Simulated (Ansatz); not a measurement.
# Molecular dynamics of Cs4Te2O2F7

Input file:

```yaml
accuracy: low
crystal:
  lattice:
    - [3.3475, -7.3202, 0.0]
    - [3.3475, 7.3202, 0.0]
    - [0.0, 0.0, 7.1709]
  atoms:
    - { symbol: Cs, position: [0.43539, 0.56461, 0.25] }
    - { symbol: Cs, position: [0.56461, 0.43539, 0.75] }
    - { symbol: Cs, position: [0.75756, 0.24244, 0.25] }
    - { symbol: Cs, position: [0.24244, 0.75756, 0.75] }
    - { symbol: Te, position: [0.10594, 0.89406, 0.25] }
    - { symbol: Te, position: [0.89406, 0.10594, 0.75] }
    - { symbol: O, position: [0.2271, 0.7729, 0.25] }
    - { symbol: O, position: [0.7729, 0.2271, 0.75] }
    - { symbol: F, position: [0.3306, 0.114, 0.0519] }
    - { symbol: F, position: [0.6694, 0.886, 0.5519] }
    - { symbol: F, position: [0.114, 0.3306, 0.9481] }
    - { symbol: F, position: [0.886, 0.6694, 0.4481] }
    - { symbol: F, position: [0.6694, 0.886, 0.9481] }
    - { symbol: F, position: [0.3306, 0.114, 0.4481] }
    - { symbol: F, position: [0.114, 0.3306, 0.5519] }
basis:
  ecutwfc: 420.0
kpoints:
  mp_grid: { grid: [2, 2, 1] }
hamiltonian:
  xc: pbesol
scf:
  occupations: { method: fermi_dirac, width: 0.05 }
  lower_state_search: "off"
md:
  timestep: 1
  n_steps: 60
  ensemble: nvt_langevin
  temperature: 1500.0
  initial_velocities: maxwell_boltzmann
  seed: 369728
  friction: 0.02
```

Launched with:

```bash
$ ansatz run input.yaml --threads 1 --pin off --max-ram 3072MiB --backend cpu --events-out ev --progress --plain --runs-dir out
```

It starts from an unrelaxed structure (largest force component 2.43 eV/Å).

Output, in part (step lines):

```
md step     0: t =     0.00 fs  T =  1400.0 K  F+E_penalty+E_count = -42878.15765452 eV  E_kin = 2.714460 eV  (27 SCF iters)
md step     1: t =     1.00 fs  T =  1396.2 K  F+E_penalty+E_count = -42878.15774263 eV  E_kin = 2.707127 eV  (16 SCF iters)
md step     2: t =     2.00 fs  T =  1566.1 K  F+E_penalty+E_count = -42878.15459279 eV  E_kin = 3.036429 eV  (16 SCF iters)
md step     3: t =     3.00 fs  T =  1663.4 K  F+E_penalty+E_count = -42878.14579982 eV  E_kin = 3.225165 eV  (16 SCF iters)
md step     4: t =     4.00 fs  T =  1687.4 K  F+E_penalty+E_count = -42878.12753081 eV  E_kin = 3.271657 eV  (16 SCF iters)
md step     5: t =     5.00 fs  T =  1595.2 K  F+E_penalty+E_count = -42878.10489467 eV  E_kin = 3.092888 eV  (11 SCF iters)
md step     6: t =     6.00 fs  T =  1507.6 K  F+E_penalty+E_count = -42878.07560967 eV  E_kin = 2.923154 eV  (10 SCF iters)
md step     7: t =     7.00 fs  T =  1382.6 K  F+E_penalty+E_count = -42878.03451688 eV  E_kin = 2.680803 eV  (11 SCF iters)
md step     8: t =     8.00 fs  T =  1380.0 K  F+E_penalty+E_count = -42877.98698434 eV  E_kin = 2.675616 eV  (10 SCF iters)
md step     9: t =     9.00 fs  T =  1360.5 K  F+E_penalty+E_count = -42877.93021946 eV  E_kin = 2.637838 eV  (11 SCF iters)
md step    10: t =    10.00 fs  T =  1464.5 K  F+E_penalty+E_count = -42877.86430671 eV  E_kin = 2.839485 eV  (14 SCF iters)
md step    11: t =    11.00 fs  T =  1323.2 K  F+E_penalty+E_count = -42877.79328392 eV  E_kin = 2.565533 eV  (10 SCF iters)
md step    12: t =    12.00 fs  T =  1321.0 K  F+E_penalty+E_count = -42877.71502680 eV  E_kin = 2.561264 eV  (11 SCF iters)
md step    13: t =    13.00 fs  T =  1229.8 K  F+E_penalty+E_count = -42877.62697990 eV  E_kin = 2.384414 eV  (11 SCF iters)
md step    14: t =    14.00 fs  T =  1239.3 K  F+E_penalty+E_count = -42877.53043958 eV  E_kin = 2.402909 eV  (10 SCF iters)
md step    15: t =    15.00 fs  T =  1073.4 K  F+E_penalty+E_count = -42877.43864049 eV  E_kin = 2.081278 eV  (11 SCF iters)
md step    16: t =    16.00 fs  T =  1131.0 K  F+E_penalty+E_count = -42877.36048332 eV  E_kin = 2.192915 eV  (9 SCF iters)
md step    17: t =    17.00 fs  T =  1232.4 K  F+E_penalty+E_count = -42877.29274724 eV  E_kin = 2.389474 eV  (10 SCF iters)
md step    18: t =    18.00 fs  T =  1167.7 K  F+E_penalty+E_count = -42877.24790149 eV  E_kin = 2.264049 eV  (10 SCF iters)
md step    19: t =    19.00 fs  T =   990.0 K  F+E_penalty+E_count = -42877.22659745 eV  E_kin = 1.919604 eV  (10 SCF iters)
md step    20: t =    20.00 fs  T =   971.3 K  F+E_penalty+E_count = -42877.21851178 eV  E_kin = 1.883173 eV  (16 SCF iters)
md step    21: t =    21.00 fs  T =  1091.5 K  F+E_penalty+E_count = -42877.22052387 eV  E_kin = 2.116292 eV  (12 SCF iters)
md step    22: t =    22.00 fs  T =  1161.1 K  F+E_penalty+E_count = -42877.22635486 eV  E_kin = 2.251244 eV  (12 SCF iters)
md step    23: t =    23.00 fs  T =  1227.6 K  F+E_penalty+E_count = -42877.23593234 eV  E_kin = 2.380172 eV  (12 SCF iters)
md step    24: t =    24.00 fs  T =  1123.5 K  F+E_penalty+E_count = -42877.25220340 eV  E_kin = 2.178269 eV  (12 SCF iters)
md step    25: t =    25.00 fs  T =  1318.7 K  F+E_penalty+E_count = -42877.27712030 eV  E_kin = 2.556766 eV  (12 SCF iters)
md step    26: t =    26.00 fs  T =  1263.1 K  F+E_penalty+E_count = -42877.30453648 eV  E_kin = 2.449121 eV  (12 SCF iters)
md step    27: t =    27.00 fs  T =  1221.0 K  F+E_penalty+E_count = -42877.32953737 eV  E_kin = 2.367358 eV  (10 SCF iters)
md step    28: t =    28.00 fs  T =  1226.9 K  F+E_penalty+E_count = -42877.35440082 eV  E_kin = 2.378775 eV  (10 SCF iters)
md step    29: t =    29.00 fs  T =  1261.1 K  F+E_penalty+E_count = -42877.37527743 eV  E_kin = 2.445094 eV  (12 SCF iters)
md step    30: t =    30.00 fs  T =  1371.7 K  F+E_penalty+E_count = -42877.39297276 eV  E_kin = 2.659556 eV  (16 SCF iters)
md step    31: t =    31.00 fs  T =  1295.5 K  F+E_penalty+E_count = -42877.40968870 eV  E_kin = 2.511765 eV  (12 SCF iters)
md step    32: t =    32.00 fs  T =  1291.0 K  F+E_penalty+E_count = -42877.42697239 eV  E_kin = 2.503195 eV  (12 SCF iters)
md step    33: t =    33.00 fs  T =  1429.8 K  F+E_penalty+E_count = -42877.44661015 eV  E_kin = 2.772328 eV  (12 SCF iters)
md step    34: t =    34.00 fs  T =  1386.3 K  F+E_penalty+E_count = -42877.46429107 eV  E_kin = 2.687988 eV  (11 SCF iters)
md step    35: t =    35.00 fs  T =  1304.8 K  F+E_penalty+E_count = -42877.47702745 eV  E_kin = 2.529818 eV  (11 SCF iters)
md step    36: t =    36.00 fs  T =  1308.1 K  F+E_penalty+E_count = -42877.48480224 eV  E_kin = 2.536337 eV  (11 SCF iters)
md step    37: t =    37.00 fs  T =  1303.6 K  F+E_penalty+E_count = -42877.48795888 eV  E_kin = 2.527533 eV  (11 SCF iters)
md step    38: t =    38.00 fs  T =  1344.8 K  F+E_penalty+E_count = -42877.48663871 eV  E_kin = 2.607460 eV  (10 SCF iters)
md step    39: t =    39.00 fs  T =  1388.2 K  F+E_penalty+E_count = -42877.47771225 eV  E_kin = 2.691619 eV  (12 SCF iters)
md step    40: t =    40.00 fs  T =  1356.2 K  F+E_penalty+E_count = -42877.46240648 eV  E_kin = 2.629523 eV  (18 SCF iters)
md step    41: t =    41.00 fs  T =  1367.3 K  F+E_penalty+E_count = -42877.44773308 eV  E_kin = 2.651001 eV  (12 SCF iters)
md step    42: t =    42.00 fs  T =  1238.7 K  F+E_penalty+E_count = -42877.43157463 eV  E_kin = 2.401735 eV  (14 SCF iters)
md step    43: t =    43.00 fs  T =  1220.1 K  F+E_penalty+E_count = -42877.40870475 eV  E_kin = 2.365604 eV  (13 SCF iters)
md step    44: t =    44.00 fs  T =  1104.4 K  F+E_penalty+E_count = -42877.38163269 eV  E_kin = 2.141350 eV  (12 SCF iters)
md step    45: t =    45.00 fs  T =  1093.6 K  F+E_penalty+E_count = -42877.35418077 eV  E_kin = 2.120357 eV  (12 SCF iters)
md step    46: t =    46.00 fs  T =  1128.1 K  F+E_penalty+E_count = -42877.32919192 eV  E_kin = 2.187289 eV  (13 SCF iters)
md step    47: t =    47.00 fs  T =  1301.3 K  F+E_penalty+E_count = -42877.30841303 eV  E_kin = 2.523056 eV  (12 SCF iters)
md step    48: t =    48.00 fs  T =  1425.2 K  F+E_penalty+E_count = -42877.29039489 eV  E_kin = 2.763375 eV  (13 SCF iters)
md step    49: t =    49.00 fs  T =  1437.8 K  F+E_penalty+E_count = -42877.27643374 eV  E_kin = 2.787846 eV  (12 SCF iters)
md step    50: t =    50.00 fs  T =  1460.7 K  F+E_penalty+E_count = -42877.26048861 eV  E_kin = 2.832135 eV  (19 SCF iters)
md step    51: t =    51.00 fs  T =  1307.8 K  F+E_penalty+E_count = -42877.24380047 eV  E_kin = 2.535664 eV  (11 SCF iters)
md step    52: t =    52.00 fs  T =  1294.7 K  F+E_penalty+E_count = -42877.22784512 eV  E_kin = 2.510322 eV  (9 SCF iters)
md step    53: t =    53.00 fs  T =  1356.7 K  F+E_penalty+E_count = -42877.20882408 eV  E_kin = 2.630490 eV  (12 SCF iters)
md step    54: t =    54.00 fs  T =  1194.7 K  F+E_penalty+E_count = -42877.18804472 eV  E_kin = 2.316407 eV  (12 SCF iters)
md step    55: t =    55.00 fs  T =  1027.6 K  F+E_penalty+E_count = -42877.16720963 eV  E_kin = 1.992465 eV  (12 SCF iters)
md step    56: t =    56.00 fs  T =   975.2 K  F+E_penalty+E_count = -42877.14690365 eV  E_kin = 1.890895 eV  (10 SCF iters)
md step    57: t =    57.00 fs  T =  1052.2 K  F+E_penalty+E_count = -42877.12410142 eV  E_kin = 2.040117 eV  (12 SCF iters)
md step    58: t =    58.00 fs  T =   971.4 K  F+E_penalty+E_count = -42877.10204899 eV  E_kin = 1.883428 eV  (11 SCF iters)
md step    59: t =    59.00 fs  T =  1054.0 K  F+E_penalty+E_count = -42877.08135945 eV  E_kin = 2.043598 eV  (11 SCF iters)
md step    60: t =    60.00 fs  T =  1160.7 K  F+E_penalty+E_count = -42877.06177542 eV  E_kin = 2.250509 eV  (15 SCF iters)
```

All steps were run. The mean temperature of the second half is 16 % below the set value. A run of 0.06 ps of so small a system gives no equilibrium averages. Limits of this set-up: coarse k mesh, odd electron count without spin, low accuracy level.

Mean squared displacements from the first frame to the last, about the centre of mass: Cs 0.06 Å², Te 0.01 Å², O 0.21 Å², F 0.24 Å².

Last frame:

```xyz
15
Lattice="3.3475 -7.3202 0.0000 3.3475 7.3202 0.0000 0.0000 0.0000 7.1709" Properties=species:S:1:pos:R:3
Cs 3.376 0.769 1.730
Cs 3.337 -0.881 5.298
Cs 3.614 -3.552 1.949
Cs 3.162 3.943 5.469
Te 3.278 5.674 1.783
Te 3.393 -5.829 5.368
O 3.389 3.898 1.944
O 2.862 -4.087 5.069
F 1.605 -1.788 0.261
F 4.974 0.843 4.454
F 1.476 1.831 6.717
F 5.697 -1.248 3.601
F 5.521 1.447 6.946
F 1.777 -1.531 3.495
F 1.617 1.545 3.961
```

The run took 16 min on 1 thread of Arm Neoverse N1, on a shared host, peak memory 0.7 GiB.
